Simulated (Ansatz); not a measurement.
**NaGa3: tests of the settings**

This session on NaGa3 sets out to test the k-point mesh shifted by half a step.

Program: Ansatz 0.2.0. Level of theory: DFT r2SCAN, scalar-relativistic, plane waves, PAW. These are calculated values, not measurements.

## Step 1: The structure to begin with

It takes space group Pm-3m (No. 221, cubic). Conventional cell: a = 4.275 Å, b = 4.275 Å, c = 4.275 Å, α = 90.00°, β = 90.00°, γ = 90.00°. Around Na (site symmetry m-3m) lie 12 Ga at 3.02 Å. Ga (site symmetry 4/mmm) has 4 Na at 3.02 Å and 8 Ga at 3.02 Å as nearest neighbours.

Structure file:

```cif
data_structure
_symmetry_space_group_name_H-M 'P 1'
_symmetry_Int_Tables_number 1
_cell_length_a 4.2753
_cell_length_b 4.2753
_cell_length_c 4.2753
_cell_angle_alpha 90.000
_cell_angle_beta 90.000
_cell_angle_gamma 90.000
_cell_volume 78.15
loop_
_atom_site_label
_atom_site_type_symbol
_atom_site_fract_x
_atom_site_fract_y
_atom_site_fract_z
_atom_site_occupancy
Na1 Na 0.00000 0.00000 0.00000 1
Ga1 Ga 0.00000 0.50000 0.50000 1
Ga2 Ga 0.50000 0.00000 0.50000 1
Ga3 Ga 0.50000 0.50000 0.00000 1
```

Source of the structure: the Materials Project (structure only). It is taken as it stands there.

## Step 2: The base input

Contents of input.yaml:

```yaml
crystal:
  lattice:
    - [4.275343, 0.0, 0.0]
    - [0.0, 4.275343, 0.0]
    - [0.0, 0.0, 4.275343]
  atoms:
    - { symbol: Na, position: [0.0, 0.0, 0.0] }
    - { symbol: Ga, position: [0.0, 0.5, 0.5] }
    - { symbol: Ga, position: [0.5, 0.0, 0.5] }
    - { symbol: Ga, position: [0.5, 0.5, 0.0] }
basis:
  ecutwfc: 500
kpoints:
  mp_grid: { grid: [10, 10, 10] }
hamiltonian:
  xc: r2scan
scf:
  occupations: { method: gaussian, width: 0.1 }
output:
  forces: true
  stress: true
  eigenvalues: true
  populations: true
```

It was run beforehand and gave: -3214.8321 eV/atom at zero smearing, pressure -1.80 GPa, largest force 0.000 eV/Å, no gap on the mesh, in 7 SCF cycles and 18 s.

## Step 3: K-point mesh shifted by half a step: 4×4×4

Contents of input.yaml:

```yaml
crystal:
  lattice:
    - [4.275343, 0.0, 0.0]
    - [0.0, 4.275343, 0.0]
    - [0.0, 0.0, 4.275343]
  atoms:
    - { symbol: Na, position: [0.0, 0.0, 0.0] }
    - { symbol: Ga, position: [0.0, 0.5, 0.5] }
    - { symbol: Ga, position: [0.5, 0.0, 0.5] }
    - { symbol: Ga, position: [0.5, 0.5, 0.0] }
basis:
  ecutwfc: 500
kpoints:
  mp_grid: { grid: [4, 4, 4], shift: [0.5, 0.5, 0.5] }
hamiltonian:
  xc: r2scan
scf:
  occupations: { method: gaussian, width: 0.1 }
output:
  forces: true
  stress: true
  eigenvalues: true
```

## Step 4: K-point mesh shifted by half a step set to 6×6×6

input.yaml: that of step 3 with these lines changed.

```diff
@@ -13,3 +13,3 @@
 kpoints:
-  mp_grid: { grid: [4, 4, 4], shift: [0.5, 0.5, 0.5] }
+  mp_grid: { grid: [6, 6, 6], shift: [0.5, 0.5, 0.5] }
 hamiltonian:
```

## Step 5: K-point mesh shifted by half a step: 8×8×8

input.yaml: that of step 4 with these lines changed.

```diff
@@ -13,3 +13,3 @@
 kpoints:
-  mp_grid: { grid: [6, 6, 6], shift: [0.5, 0.5, 0.5] }
+  mp_grid: { grid: [8, 8, 8], shift: [0.5, 0.5, 0.5] }
 hamiltonian:
```

(Steps that only read results are left out.)

Q: Predict the outcome of the series: the values and the trend.

**Answer**, as computed:

| quantity | value |
| --- | --- |
| largest energy shift, k-point mesh shifted by half a step | -21.9 meV/atom at 4×4×4 |

What this shows: The densest shifted mesh lands 8.99 meV/atom from the base run.
